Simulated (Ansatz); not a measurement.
## GdBi, space group Fm-3m: a comparison of magnetic orders, step by step

With Ansatz 0.2.0 through its Python package.

The cells in order, each with its output:

**Cell 1**
```python
from dataclasses import dataclass

import ansatz as az
import numpy as np
```

**Cell 2**
```python
@dataclass
class Settings:
    scf_tol: float = 1e-05
    filling: str = "gaussian"
    smearing_width: float = 0.3
    cutoff_ev: int = 420
```

**Cell 3**
```python
settings = Settings()
```

**Cell 4**
```python
def count_gap(report):
    # lowest empty less highest filled band, counting bands; zero where they overlap
    return max(report.get("gap_by_band_count_ev") or 0.0, 0.0)
```

**Cell 5**
```python
CELL = [
    (0.0, 3.194149, 3.194149),
    (3.194149, 0.0, 3.194149),
    (6.388297, 6.388297, 0.0),
]
ATOMS = [
    ("Gd", (0.0, 0.0, 0.0)),
    ("Bi", (0.5, 0.5, 0.25)),
    ("Gd", (0.0, 0.0, 0.5)),
    ("Bi", (0.5, 0.5, 0.75)),
]


def build(moments):
    crystal = az.Crystal(lattice=az.Lattice.of(CELL))
    for (symbol, position), moment in zip(ATOMS, moments):
        crystal = crystal.atom(symbol, position, moment=moment or None)
    return crystal
```

**Cell 6**
```python
orders = {
    "FM": [8.4, 0, 8.4, 0],
    "AFM": [8.4, 0, -8.4, 0],
}
```

**Cell 7**
```python
rows = []
for label, moments in orders.items():
    job = (
        build(moments).calculation()
        .scf(tolerance=settings.scf_tol, lower_state_search="light")
        .accuracy("medium")
        .kpoints(5)
        .functional(az.Functional.LDA)
        .occupations(settings.filling, width=settings.smearing_width)
        .basis(settings.cutoff_ev, density_ratio=4)
        .pseudopotentials("paw")
        .spin("collinear")
        .band_table()
    )
    rep = job.run().report
    rows.append((label, rep["free_energy_ev"], rep["magnetization_mub"], rep["absolute_magnetization_mub"], max(abs(m) for m in rep["site_moments_mub"]), count_gap(rep)))
    print(label, "site moments:", [round(m, 2) for m in rep["site_moments_mub"]])
```
Output:
```text
DeckWarning: where an SCF of this run starts from atoms to list the orders of its open shells, Gd (sites 0, 2, from 0) starts with 6.64 μB on its 4f shell and 0.64 μB on its 5d shell, in the place of the 8.40 μB that the deck gives it: its open shells can [...]
FM site moments: [6.9, -0.04, 6.9, -0.04]
DeckWarning: where an SCF of this run starts from atoms to list the orders of its open shells, Gd (site 0, from 0) starts with 6.64 μB on its 4f shell and 0.64 μB on its 5d shell, in the place of the 8.40 μB that the deck gives it: its open shells can hold no [...]
DeckWarning: where an SCF of this run starts from atoms to list the orders of its open shells, Gd (site 2, from 0) starts with -6.64 μB on its 4f shell and -0.64 μB on its 5d shell, in the place of the -8.40 μB that the deck gives it: its open shells can hold [...]
AFM site moments: [6.91, -0.0, -6.91, 0.0]
```

**Cell 8**
```python
plain = (
    build([0] * len(ATOMS)).calculation()
    .scf(tolerance=settings.scf_tol, lower_state_search="light")
    .accuracy("medium")
    .kpoints(5)
    .functional(az.Functional.LDA)
    .occupations(settings.filling, width=settings.smearing_width)
    .basis(settings.cutoff_ev, density_ratio=4)
    .pseudopotentials("paw")
    .band_table()
)
rep = plain.run().report
rows.append(("NM", rep["free_energy_ev"], 0.0, 0.0, 0.0, count_gap(rep)))
```

**Cell 9**
```python
lowest = min(row[1] for row in rows)
rows = [(row[0], 1000 * (row[1] - lowest) / 2, *row[2:]) for row in sorted(rows, key=lambda row: row[1])]
print("         order  meV/magnetic atom         net muB    absolute muB  largest site muB  gap by band count eV")
for row in rows:
    print(f"{str(row[0]):>14s}  {row[1]:17.2f}  {row[2]:14.3f}  {row[3]:14.3f}  {row[4]:16.3f}  {row[5]:20.3f}")
print("lowest of these starts:", rows[0][0])
```
Output:
```text
         order  meV/magnetic atom         net muB    absolute muB  largest site muB  gap by band count eV
           AFM               0.00           0.000          14.106             6.914                 0.000
            FM               2.98          13.863          14.051             6.898                 0.000
            NM            6547.76           0.000           0.000             0.000                 0.000
lowest of these starts: AFM
```

In order of energy: antiferro- or ferrimagnetic (+0.0 meV an atom, largest site moment 6.91 μB), ferromagnetic (+1.5 meV an atom, largest site moment 6.90 μB) and non-magnetic (+3273.9 meV an atom, largest site moment 0.00 μB). These are the states reached from the starts typed.

Caveats:
- The settings weren't tested for convergence.
- Open f shells: without a Hubbard U, without spin-orbit coupling; the state reached hangs on the start and needn't be the lowest.
- The free energy holds a sizeable smearing term, which stands for no physical temperature.
- A gap by band count of zero or less means overlapping bands, a metal.
- The structure comes from a database of computed cells and needn't be a stable or known phase.
- Gaps and levels are Kohn-Sham values on a finite set of k-points, without spin-orbit coupling.
- Warnings are shown shortened and without file and line.
- Each row is the state reached from that start at the given structure, not necessarily the lowest of its order; other orders weren't tried.
- Run time: 43 s on 1 thread of Arm Neoverse V1 (shared host), peak memory 0.59 GiB.
